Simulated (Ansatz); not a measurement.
**ZrBrCl₃: one species, many methods**

An exercise on one series of results from a longer session: the logs are not shown, and one member is left open.

Method: functionals in def2-TZVPP, the program's frozen cores in correlated methods; program: Ansatz 0.2.0, Gaussian basis.

Plan: LDA (SPW92), PBE-D4, revPBE-D4, BLYP-D4, r2SCAN-D4, B97M-V, PBE0-D4, B3LYP-D4, r2SCANh-D4, r2SCAN0-D4, HSE06-D4, BHLYP-D4, CAM-B3LYP-D4, LC-ωPBE, ωB97X-V, ωB97M-V, B2PLYP, PBE-QIDH; CCSD(T)/def2-SVP; CCSD(T)/def2-TZVPP; MP2/def2-QZVPP; extrapolation to the limit; RPA on PBE.

### The relaxed structure

The geometry comes from an earlier relaxation with PBE0-D4 in a triple-zeta def2 set; it is a stationary point. Zr takes the def2 core potential; no spin-orbit term is included.

5 atoms, charge 0, spin multiplicity 1.

Atoms are counted from 1 here; the program's logs count them from 0.

Bond lengths: Cl1–Zr2 2.314 Å, Zr2–Cl3 2.314 Å, Zr2–Cl4 2.314 Å, Zr2–Br5 2.472 Å. Angles: Cl1–Zr2–Cl3 109.4°, Cl1–Zr2–Cl4 109.4°, Cl1–Zr2–Br5 109.5°, Cl3–Zr2–Cl4 109.4°, Cl3–Zr2–Br5 109.5°, Cl4–Zr2–Br5 109.5°.

Set-up of the first run:

Input file in.yaml:

```yaml
crystal:
  periodic: [false, false, false]
  atoms:
    - {symbol: Cl, position_ang: [-0.802917, -0.139693, 2.165948]}
    - {symbol: Zr, position_ang: [0.006009, -0.043426, -0.000345]}
    - {symbol: Cl, position_ang: [2.026362, -1.166345, -0.117532]}
    - {symbol: Cl, position_ang: [-1.512847, -1.041170, -1.433552]}
    - {symbol: Br, position_ang: [0.333295, 2.317034, -0.656019]}
basis:
  gaussian: {orbitals: def2-TZVPP}
hamiltonian: {xc: lda}
output: {orbitals: {seedname: orbitals}}
```

Started as:

```sh
$ ansatz run in.yaml --threads 4 --pin off --events-out ev --progress --plain --max-ram 10444MiB
```

Steps of the session up to this table: LDA; PBE-D4 (GGA); revPBE-D4 (GGA); BLYP-D4 (GGA); r2SCAN-D4 (meta-GGA); B97M-V (meta-GGA); B3LYP-D4 (hybrid); r2SCANh-D4 (hybrid); r2SCAN0-D4 (hybrid); HSE06-D4 (hybrid); BHLYP-D4 (hybrid); CAM-B3LYP-D4 (range-separated); LC-ωPBE (range-separated); ωB97X-V (range-separated); ωB97M-V (range-separated); B2PLYP (double hybrid); PBE-QIDH (double hybrid).

One of the session's tables, all rows but one given; the rest of the session is left out.

It belongs to the step «Frontier levels by functional». 

| functional | HOMO (eV) | LUMO (eV) | gap (eV) |
| --- | --- | --- | --- |
| LDA (SPW92) | -8.11 | -3.67 | 4.44 |
| PBE-D4 | -7.94 | -3.45 | 4.49 |
| revPBE-D4 | -7.88 | -3.37 | 4.51 |
| BLYP-D4 | -7.75 | -3.29 | 4.46 |
| r2SCAN-D4 | -8.31 | -3.35 | 4.95 |
| B97M-V | -8.35 | -3.27 | 5.08 |
| PBE0-D4 | -9.23 | -2.70 | 6.52 |
| B3LYP-D4 | -8.94 | -2.87 | 6.07 |
| r2SCANh-D4 | -8.77 | -3.07 | 5.70 |
| r2SCAN0-D4 | -9.47 | -2.63 | 6.84 |
| HSE06-D4 | -8.83 | -3.08 | 5.75 |
| BHLYP-D4 | ? | ? | ? |
| CAM-B3LYP-D4 | -10.51 | -1.62 | 8.89 |
| LC-ωPBE | -11.93 | -0.57 | 11.36 |
| ωB97X-V | -11.55 | -0.61 | 10.94 |
| ωB97M-V | -11.39 | -0.63 | 10.76 |

Estimate the missing values for BHLYP-D4.

Worked estimate for «HOMO (eV)». Against the share of exact exchange, BLYP-D4 (0, -7.75), B3LYP-D4 (0.2, -8.94) give a slope of -5.95 per unit share; at 0.5 the line stands at -10.72.

As computed: HOMO (eV): -10.34; LUMO (eV): -1.74; gap (eV): 8.59. In «HOMO (eV)» the line misses by -0.38.
